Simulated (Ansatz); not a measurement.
This script makes an equation of state with a fit of HfN, space group P6_3/mmc with Ansatz 0.2.0, Python API.

`eos.py`:
```python
"""Equation of state of HfN."""

import warnings

import ansatz as az
from ase.eos import EquationOfState
from ase.units import GPa
import numpy as np

params = {
    "occupations": "fermi_dirac",
    "smearing_width": 0.01,
    "functional": "lda",
    "kgrid": (8, 8, 4),
}

VECTORS = np.array([
    [3.133908, 0.0, 0.0],
    [-1.566954, 2.714044, 0.0],
    [0.0, 0.0, 5.416768],
])
SITES = [
    ("Hf", (2 / 3, 1 / 3, 0.75)),
    ("Hf", (1 / 3, 2 / 3, 0.25)),
    ("N", (0.0, 0.0, 0.0)),
    ("N", (0.0, 0.0, 0.5)),
]


def crystal_on(cell):
    crystal = az.Crystal(lattice=az.Lattice.of(cell))
    for symbol, position in SITES:
        crystal = crystal.atom(symbol, position)
    return crystal


def main() -> None:
    warnings.simplefilter("ignore", az.DeckWarning)

    # scale the volume, keep shape and fractions
    volumes, energies, pressures = [], [], []
    for scale in np.linspace(0.95, 1.07, 5):
        cell = VECTORS * scale ** (1 / 3)
        calc = (
            crystal_on(cell).calculation()
            .occupations(params["occupations"], width=params["smearing_width"])
            .mixing("broyden")
            .basis(20 * az.Ha)
            .functional(params["functional"])
            .kpoints(*params["kgrid"])
            .stress()
        )
        r = calc.run().report
        volumes.append(abs(np.linalg.det(cell)) / len(SITES))
        energies.append(r["free_energy_ev"] / len(SITES))
        pressures.append(np.trace(r["stress_gpa"]) / 3)
        print(f"V = {volumes[-1]:8.4f} A^3/atom  F = {energies[-1]:.5f} eV/atom  P = {pressures[-1]:8.3f} GPa")

    eos = EquationOfState(volumes, energies, eos="murnaghan")
    v0, e0, bulk = eos.fit()
    print(f"V0 = {v0:.4f} A^3/atom, E0 = {e0:.5f} eV/atom, B = {bulk / GPa:.1f} GPa")


if __name__ == "__main__":
    main()
```

Its results, one of them left out:

| V (Å³/atom) | F less the lowest row shown (meV/atom) |
| --- | --- |
| 10.942 | ? |
| 11.288 | 0.00 |
| 11.633 | 15.63 |
| 11.979 | 47.07 |
| 12.324 | 92.04 |

What is the missing energy at 10.942 Å³ an atom?

A third-order Birch-Murnaghan fit, E = E0 + (9 V0 B0 / 16) [(t - 1)³ B' + (t - 1)² (6 - 4t)] with t = (V0/V)^(2/3), through the 4 rows shown gives V0 = 11.163 Å³, B0 = 293.1 GPa, B' = 4.11 and E0 = -1.25 meV. At V = 10.942 Å³, t = 1.01342, and the fit extrapolates to 2.89 meV. The run gave 2.82 meV, a miss of 0.07 meV.

Caveats:
- These settings explore the input space; cutoff and mesh may be short of convergence.
- Spin is left out of this run.
- Shape and fractional positions are held along the curve, so the bulk modulus is an upper value where they are free to relax.
- For a metal this k-point mesh is coarse: on a finer one energies can move by several to tens of meV an atom and pressures by half a GPa or more, differences at one mesh by less.
- Pressure is positive in compression.
- Spin-orbit coupling, which matters for elements this heavy, is left out.
- The structure comes from a database of computed cells and needn't be a stable or known phase.
- Finished in 22 s on 1 thread of Arm Neoverse V2, with other jobs on the host, peak memory 0.43 GiB.
